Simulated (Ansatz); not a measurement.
# Si: the cost of one run

Program: Ansatz 0.2.0. Level of theory: DFT PBE, plane waves, PAW, scalar-relativistic, no spin polarisation. These are calculated values, not measurements.

**1. The starting structure**

The cell holds 17 atoms (Si17): a = 7.679 Å, b = 7.679 Å, c = 7.679 Å, α = 60.00°, β = 60.00°, γ = 60.00°.

Coordinates:

```cif
data_structure
_symmetry_space_group_name_H-M 'P 1'
_symmetry_Int_Tables_number 1
_cell_length_a 7.6792
_cell_length_b 7.6792
_cell_length_c 7.6792
_cell_angle_alpha 60.000
_cell_angle_beta 60.000
_cell_angle_gamma 60.000
_cell_volume 320.21
loop_
_atom_site_label
_atom_site_type_symbol
_atom_site_fract_x
_atom_site_fract_y
_atom_site_fract_z
_atom_site_occupancy
Si1 Si 0.00000 0.00000 0.00000 1
Si2 Si 0.12500 0.12500 0.12500 1
Si3 Si 0.00000 0.00000 0.50000 1
Si4 Si 0.12500 0.12500 0.62500 1
Si5 Si 0.00000 0.50000 0.00000 1
Si6 Si 0.12500 0.62500 0.12500 1
Si7 Si 0.00000 0.50000 0.50000 1
Si8 Si 0.12500 0.62500 0.62500 1
Si9 Si 0.50000 0.00000 0.00000 1
Si10 Si 0.62500 0.12500 0.12500 1
Si11 Si 0.50000 0.00000 0.50000 1
Si12 Si 0.62500 0.12500 0.62500 1
Si13 Si 0.50000 0.50000 0.00000 1
Si14 Si 0.62500 0.62500 0.12500 1
Si15 Si 0.50000 0.50000 0.50000 1
Si16 Si 0.62500 0.62500 0.62500 1
Si17 Si 0.24742 0.24887 0.24979 1
```

**2. End point A**

input.yaml

```yaml
crystal:
  lattice:
    - [0.0, 5.43, 5.43]
    - [5.43, 0.0, 5.43]
    - [5.43, 5.43, 0.0]
  atoms:
    - { symbol: Si, position: [0.0, 0.0, 0.0] }
    - { symbol: Si, position: [0.125, 0.125, 0.125] }
    - { symbol: Si, position: [0.0, 0.0, 0.5] }
    - { symbol: Si, position: [0.125, 0.125, 0.625] }
    - { symbol: Si, position: [0.0, 0.5, 0.0] }
    - { symbol: Si, position: [0.125, 0.625, 0.125] }
    - { symbol: Si, position: [0.0, 0.5, 0.5] }
    - { symbol: Si, position: [0.125, 0.625, 0.625] }
    - { symbol: Si, position: [0.5, 0.0, 0.0] }
    - { symbol: Si, position: [0.625, 0.125, 0.125] }
    - { symbol: Si, position: [0.5, 0.0, 0.5] }
    - { symbol: Si, position: [0.625, 0.125, 0.625] }
    - { symbol: Si, position: [0.5, 0.5, 0.0] }
    - { symbol: Si, position: [0.625, 0.625, 0.125] }
    - { symbol: Si, position: [0.5, 0.5, 0.5] }
    - { symbol: Si, position: [0.625, 0.625, 0.625] }
    - { symbol: Si, position: [0.2474211, 0.2488666, 0.2497869] }
basis:
  ecutwfc: 420.0
kpoints:
  mp_grid: { grid: [2, 2, 2] }
hamiltonian:
  xc: pbe
  pseudopotentials: { kind: paw, azcp: { folder: soft_1 } }
scf:
  occupations: { method: gaussian, width: 0.02 }
  lower_state_search: "off"
relax:
  f_tol: 0.03
  max_steps: 60
  adjacent_minimum: "off"
```

Command:

```
> ansatz run input.yaml --threads 1 --pin off --max-ram 3072MiB --backend cpu --events-out ev --progress --plain --runs-dir out
```

Q: Estimate wall time and peak memory on 1 thread of Arm Neoverse V1, shared host.

About 18 s, with a peak of 0.49 GiB.
